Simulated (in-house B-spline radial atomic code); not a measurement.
**Ge³⁺: a test of the first knot**

How far can the first knot be changed before the Ge³⁺ run goes wrong?

Method: non-relativistic exchange-only LDA (Slater), spin-polarised, spherical fractional occupations, point nucleus, basis-set limit. Code: in-house B-spline radial atomic code version 1.

**1. The atom as given**

| Quantity | Value |
| --- | --- |
| element | germanium (Z = 32) |
| charge | +3 |
| electrons | 29 |
| configuration | [Ar] 3d10 4s1 |
| Hamiltonian | non-relativistic |
| nucleus | point |

The outer shells:

[Ar] 3d10 4s1
```
[Ar] core
3d [↑↓][↑↓][↑↓][↑↓][↑↓]
4s [↑ ]
```

Where spins are not typed, each open shell is filled with up spins first.

A run counts as converged when the orbital gradient is under the tolerance times 32 hartree (or under the basis's noise floor) and the energy moved by less than 1e-8 hartree times the root of its size. Energy differences under 6e-06 hartree are noise.

The run's settings:

```ini
Z = 32
electrons = 29.0
configuration = [Ar] 3d10 4s1
hamiltonian = nr
method = lda,
spin_polarised = True
knot_spacing = 0.22
spline_order = 8
gauss_points = 12
box_radius = 16.22
max_iterations = 70
damping = 0.5
damped_steps = 3
diis_vectors = 10
tolerance = 1e-08
start = Thomas-Fermi
```

From the earlier run of the reference: total energy -2068.965239 hartree. Levels, eight at most:

| orbital | occupation | energy (eV) | <r> (bohr) |
| --- | --- | --- | --- |
| 2p down | 3 | -1221.40 | 0.1854 |
| 3s up | 1 | -194.20 | 0.6366 |
| 3s down | 1 | -194.09 | 0.6360 |
| 3p up | 3 | -146.14 | 0.6527 |
| 3p down | 3 | -145.99 | 0.6516 |
| 3d up | 5 | -62.318 | 0.7274 |
| 3d down | 5 | -62.006 | 0.7196 |
| 4s up | 1 | -39.894 | 1.878 |

**2. First knot 3.13e-06**

The settings differ from step 1 so:

```diff
@@ -10,2 +10,3 @@
 box_radius = 16.22
+first_knot = 3.13e-06
 max_iterations = 70
```

Started as:

```console
$ python run_scf.py task.json out
```

One command runs all members of the session, one after another, from task.json.

From the run's result record (rounded, not every field):

```text
status: converged
scf [iteration, energy, orbital gradient]:
  - [1, -2065.31130388, 0.332]
  - [2, -2064.2895836, 0.49]
  - [3, -2068.93960313, 0.046]
  - [4, -2068.9632885, 0.00825]
  - [5, -2068.96315274, 0.00924]
  - [6, -2068.96521608, 0.0013]
  - [7, -2068.96523845, 0.000214]
  - [8, -2068.96523943, 2.14e-06]
  - [9, -2068.96523943, 3.17e-07]
energy [hartree]: {"total": -2068.96523943, "kinetic": 2068.965268, "nuclear": -4923.34061886, "coulomb": 857.55080852, "xc": -72.1406970856}
orbitals [hartree, bohr; first row names the columns]:
  - ["name", "occ", "eps", "<r>"]
  - ["1s up", 1.0, -397.45877, 0.04792]
  - ["1s down", 1.0, -397.45536, 0.04792]
  - ["2s up", 1.0, -50.221574, 0.21423]
  - ["2s down", 1.0, -50.220591, 0.21424]
  - ["2p up", 3.0, -44.887128, 0.18543]
  - ["2p down", 3.0, -44.885777, 0.18544]
  - ["3s up", 1.0, -7.1367756, 0.63659]
  - ["3s down", 1.0, -7.1326831, 0.63601]
  - ["3p up", 3.0, -5.3704024, 0.6527]
  - ["3p down", 3.0, -5.3651346, 0.65155]
  - ["3d up", 5.0, -2.2901565, 0.72736]
  - ["3d down", 5.0, -2.2786755, 0.71955]
  - ["4s up", 1.0, -1.4660874, 1.8779]
sum_r [bohr^k]: {"-1": 153.8544, "1": 15.9348, "2": 14.92858}
energy_minus_base [hartree]: 1.53067958e-09
```

Run time: 0.07 s. Hardware: 1 thread, shared host.

energy_minus_base is the energy less that of the reference run.

**3. First knot 3.13e-05**

The settings differ from step 2 so:

```diff
@@ -10,3 +10,3 @@
 box_radius = 16.22
-first_knot = 3.13e-06
+first_knot = 3.13e-05
 max_iterations = 70
```

Main fields:

```text
status: converged
scf [iteration, energy, orbital gradient]:
  - [1, -2065.31138555, 0.347]
  - [2, -2064.28961416, 0.498]
  - [3, -2068.93960305, 0.0461]
  - [4, -2068.96328849, 0.00829]
  - [5, -2068.96315274, 0.0094]
  - [6, -2068.96521608, 0.0013]
  - [7, -2068.96523845, 0.000214]
  - [8, -2068.96523943, 2.12e-06]
  - [9, -2068.96523943, 3.16e-07]
energy [hartree]: {"total": -2068.96523943, "kinetic": 2068.96526799, "nuclear": -4923.34061883, "coulomb": 857.55080851, "xc": -72.1406970905}
orbitals [hartree, bohr; first row names the columns]:
  - ["name", "occ", "eps", "<r>"]
  - ["1s up", 1.0, -397.45877, 0.04792]
  - ["1s down", 1.0, -397.45536, 0.04792]
  - ["2s up", 1.0, -50.221574, 0.21423]
  - ["2s down", 1.0, -50.220591, 0.21424]
  - ["2p up", 3.0, -44.887128, 0.18543]
  - ["2p down", 3.0, -44.885777, 0.18544]
  - ["3s up", 1.0, -7.1367756, 0.63659]
  - ["3s down", 1.0, -7.1326831, 0.63601]
  - ["3p up", 3.0, -5.3704024, 0.6527]
  - ["3p down", 3.0, -5.3651346, 0.65155]
  - ["3d up", 5.0, -2.2901565, 0.72736]
  - ["3d down", 5.0, -2.2786755, 0.71955]
  - ["4s up", 1.0, -1.4660874, 1.8779]
sum_r [bohr^k]: {"-1": 153.8544, "1": 15.9348, "2": 14.92858}
energy_minus_base [hartree]: -1.19553079e-09
```

It took 0.06 s on 1 thread, shared host.

**4. First knot 0.000313**

The settings differ from step 3 so:

```diff
@@ -10,3 +10,3 @@
 box_radius = 16.22
-first_knot = 3.13e-05
+first_knot = 0.000313
 max_iterations = 70
```

Main fields:

```text
status: converged
scf [iteration, energy, orbital gradient]:
  - [1, -2065.31162913, 0.334]
  - [2, -2064.29029244, 0.484]
  - [3, -2068.93960122, 0.0458]
  - [4, -2068.96328821, 0.0083]
  - [5, -2068.96315272, 0.00932]
  - [6, -2068.96521607, 0.0013]
  - [7, -2068.96523845, 0.000216]
  - [8, -2068.96523943, 2.14e-06]
  - [9, -2068.96523943, 3.2e-07]
energy [hartree]: {"total": -2068.96523943, "kinetic": 2068.965268, "nuclear": -4923.34061887, "coulomb": 857.550808531, "xc": -72.1406970861}
orbitals [hartree, bohr; first row names the columns]:
  - ["name", "occ", "eps", "<r>"]
  - ["1s up", 1.0, -397.45877, 0.04792]
  - ["1s down", 1.0, -397.45536, 0.04792]
  - ["2s up", 1.0, -50.221574, 0.21423]
  - ["2s down", 1.0, -50.220591, 0.21424]
  - ["2p up", 3.0, -44.887128, 0.18543]
  - ["2p down", 3.0, -44.885777, 0.18544]
  - ["3s up", 1.0, -7.1367756, 0.63659]
  - ["3s down", 1.0, -7.1326831, 0.63601]
  - ["3p up", 3.0, -5.3704024, 0.6527]
  - ["3p down", 3.0, -5.3651346, 0.65155]
  - ["3d up", 5.0, -2.2901565, 0.72736]
  - ["3d down", 5.0, -2.2786755, 0.71955]
  - ["4s up", 1.0, -1.4660874, 1.8779]
sum_r [bohr^k]: {"-1": 153.8544, "1": 15.9348, "2": 14.92858}
energy_minus_base [hartree]: 1.59570845e-09
```

Run time: 0.04 s. Hardware: 1 thread, shared host.

**5. First knot 0.00313**

The settings differ from step 4 so:

```diff
@@ -10,3 +10,3 @@
 box_radius = 16.22
-first_knot = 0.000313
+first_knot = 0.00313
 max_iterations = 70
```

Main fields:

```text
status: converged
scf [iteration, energy, orbital gradient]:
  - [1, -2065.31168468, 0.346]
  - [2, -2064.29038765, 0.5]
  - [3, -2068.93960141, 0.0459]
  - [4, -2068.96328814, 0.00836]
  - [5, -2068.96315283, 0.0093]
  - [6, -2068.96521606, 0.0013]
  - [7, -2068.96523845, 0.000211]
  - [8, -2068.96523943, 2.14e-06]
  - [9, -2068.96523943, 3.12e-07]
energy [hartree]: {"total": -2068.96523943, "kinetic": 2068.96526802, "nuclear": -4923.34061889, "coulomb": 857.550808535, "xc": -72.1406970917}
orbitals [hartree, bohr; first row names the columns]:
  - ["name", "occ", "eps", "<r>"]
  - ["1s up", 1.0, -397.45877, 0.04792]
  - ["1s down", 1.0, -397.45536, 0.04792]
  - ["2s up", 1.0, -50.221574, 0.21423]
  - ["2s down", 1.0, -50.220591, 0.21424]
  - ["2p up", 3.0, -44.887128, 0.18543]
  - ["2p down", 3.0, -44.885777, 0.18544]
  - ["3s up", 1.0, -7.1367756, 0.63659]
  - ["3s down", 1.0, -7.1326831, 0.63601]
  - ["3p up", 3.0, -5.3704024, 0.6527]
  - ["3p down", 3.0, -5.3651346, 0.65155]
  - ["3d up", 5.0, -2.2901565, 0.72736]
  - ["3d down", 5.0, -2.2786755, 0.71955]
  - ["4s up", 1.0, -1.4660874, 1.8779]
sum_r [bohr^k]: {"-1": 153.8544, "1": 15.9348, "2": 14.92858}
energy_minus_base [hartree]: -1.13595888e-09
```

Wall time 0.03 s (1 thread, shared host).

**6. First knot 0.00937**

The settings differ from step 5 so:

```diff
@@ -10,3 +10,3 @@
 box_radius = 16.22
-first_knot = 0.00313
+first_knot = 0.00937
 max_iterations = 70
```

Main fields:

```text
status: converged
scf [iteration, energy, orbital gradient]:
  - [1, -2065.31146435, 0.346]
  - [2, -2064.28987203, 0.5]
  - [3, -2068.93960263, 0.0458]
  - [4, -2068.96328836, 0.00838]
  - [5, -2068.9631528, 0.00928]
  - [6, -2068.96521608, 0.0013]
  - [7, -2068.96523845, 0.00021]
  - [8, -2068.96523943, 2.14e-06]
  - [9, -2068.96523943, 3.11e-07]
energy [hartree]: {"total": -2068.96523943, "kinetic": 2068.96526801, "nuclear": -4923.34061888, "coulomb": 857.550808524, "xc": -72.140697091}
orbitals [hartree, bohr; first row names the columns]:
  - ["name", "occ", "eps", "<r>"]
  - ["1s up", 1.0, -397.45877, 0.04792]
  - ["1s down", 1.0, -397.45536, 0.04792]
  - ["2s up", 1.0, -50.221574, 0.21423]
  - ["2s down", 1.0, -50.220591, 0.21424]
  - ["2p up", 3.0, -44.887128, 0.18543]
  - ["2p down", 3.0, -44.885777, 0.18544]
  - ["3s up", 1.0, -7.1367756, 0.63659]
  - ["3s down", 1.0, -7.1326831, 0.63601]
  - ["3p up", 3.0, -5.3704024, 0.6527]
  - ["3p down", 3.0, -5.3651346, 0.65155]
  - ["3d up", 5.0, -2.2901565, 0.72736]
  - ["3d down", 5.0, -2.2786755, 0.71955]
  - ["4s up", 1.0, -1.4660874, 1.8779]
sum_r [bohr^k]: {"-1": 153.8544, "1": 15.9348, "2": 14.92858}
energy_minus_base [hartree]: -1.08457243e-09
```

Wall time 0.04 s (1 thread, shared host).

**7. First knot 0.0312**

The settings differ from step 6 so:

```diff
@@ -10,3 +10,3 @@
 box_radius = 16.22
-first_knot = 0.00937
+first_knot = 0.0312
 max_iterations = 70
```

Main fields:

```text
status: converged
scf [iteration, energy, orbital gradient]:
  - [1, -2065.31139249, 0.45]
  - [2, -2064.28968188, 0.478]
  - [3, -2068.93960261, 0.0452]
  - [4, -2068.96328847, 0.00833]
  - [5, -2068.96315267, 0.00941]
  - [6, -2068.96521608, 0.00129]
  - [7, -2068.96523845, 0.000218]
  - [8, -2068.96523942, 2.15e-06]
  - [9, -2068.96523942, 3.22e-07]
  - [10, -2068.96523942, 1.82e-08]
energy [hartree]: {"total": -2068.96523942, "kinetic": 2068.96523686, "nuclear": -4923.34055503, "coulomb": 857.550773889, "xc": -72.1406951361}
orbitals [hartree, bohr; first row names the columns]:
  - ["name", "occ", "eps", "<r>"]
  - ["1s up", 1.0, -397.45877, 0.04792]
  - ["1s down", 1.0, -397.45537, 0.04792]
  - ["2s up", 1.0, -50.221575, 0.21423]
  - ["2s down", 1.0, -50.220593, 0.21424]
  - ["2p up", 3.0, -44.88713, 0.18543]
  - ["2p down", 3.0, -44.885779, 0.18544]
  - ["3s up", 1.0, -7.1367765, 0.63659]
  - ["3s down", 1.0, -7.132684, 0.63601]
  - ["3p up", 3.0, -5.3704033, 0.6527]
  - ["3p down", 3.0, -5.3651355, 0.65155]
  - ["3d up", 5.0, -2.2901574, 0.72736]
  - ["3d down", 5.0, -2.2786763, 0.71956]
  - ["4s up", 1.0, -1.4660875, 1.8779]
sum_r [bohr^k]: {"-1": 153.8544, "1": 15.9348, "2": 14.92858}
energy_minus_base [hartree]: 4.87170837e-09
```

It took 0.05 s on 1 thread, shared host.

**8. First knot 0.0938**

The settings differ from step 7 so:

```diff
@@ -10,3 +10,3 @@
 box_radius = 16.22
-first_knot = 0.0312
+first_knot = 0.0938
 max_iterations = 70
```

Main fields:

```text
status: converged
scf [iteration, energy, orbital gradient]:
  - [1, -2065.30909822, 1.01]
  - [2, -2064.28732826, 0.482]
  - [3, -2068.9372891, 0.0454]
  - [4, -2068.96097484, 0.00878]
  - [5, -2068.96083903, 0.00944]
  - [6, -2068.96290244, 0.0013]
  - [7, -2068.9629248, 0.000218]
  - [8, -2068.96292577, 2.15e-06]
  - [9, -2068.96292577, 3.23e-07]
  - [10, -2068.96292577, 1.82e-08]
energy [hartree]: {"total": -2068.96292577, "kinetic": 2068.93748059, "nuclear": -4923.31088541, "coulomb": 857.551674418, "xc": -72.1411953742}
orbitals [hartree, bohr; first row names the columns]:
  - ["name", "occ", "eps", "<r>"]
  - ["1s up", 1.0, -397.45727, 0.047919]
  - ["1s down", 1.0, -397.45387, 0.04792]
  - ["2s up", 1.0, -50.221531, 0.21423]
  - ["2s down", 1.0, -50.220549, 0.21424]
  - ["2p up", 3.0, -44.887137, 0.18543]
  - ["2p down", 3.0, -44.885785, 0.18544]
  - ["3s up", 1.0, -7.1367705, 0.63659]
  - ["3s down", 1.0, -7.1326779, 0.63601]
  - ["3p up", 3.0, -5.3704045, 0.6527]
  - ["3p down", 3.0, -5.3651367, 0.65155]
  - ["3d up", 5.0, -2.2901576, 0.72736]
  - ["3d down", 5.0, -2.2786766, 0.71956]
  - ["4s up", 1.0, -1.4660869, 1.8779]
sum_r [bohr^k]: {"-1": 153.8535, "1": 15.9348, "2": 14.92858}
energy_minus_base [hartree]: 0.00231365381
```

Run time: 0.03 s. Hardware: 1 thread, shared host.

**9. What each setting did**

| run | outcome | iterations | energy less the reference (hartree) |
| --- | --- | --- | --- |
| reference | converged | 9 | 0 |
| first knot 3.13e-06 | converged | 9 | below noise |
| first knot 3.13e-05 | converged | 9 | below noise |
| first knot 0.000313 | converged | 9 | below noise |
| first knot 0.00313 | converged | 9 | below noise |
| first knot 0.00937 | converged | 9 | below noise |
| first knot 0.0312 | converged | 10 | below noise |
| first knot 0.0938 | converged | 10 | +0.00231 |

**Reading.** Of 7 changed inputs, 6 gave the reference energy within 1e-05 hartree and 1 converged to another value. The worst converged miss is +0.00231 hartree (first knot 0.0938): the first knot lies too far out to describe the region near the nucleus.
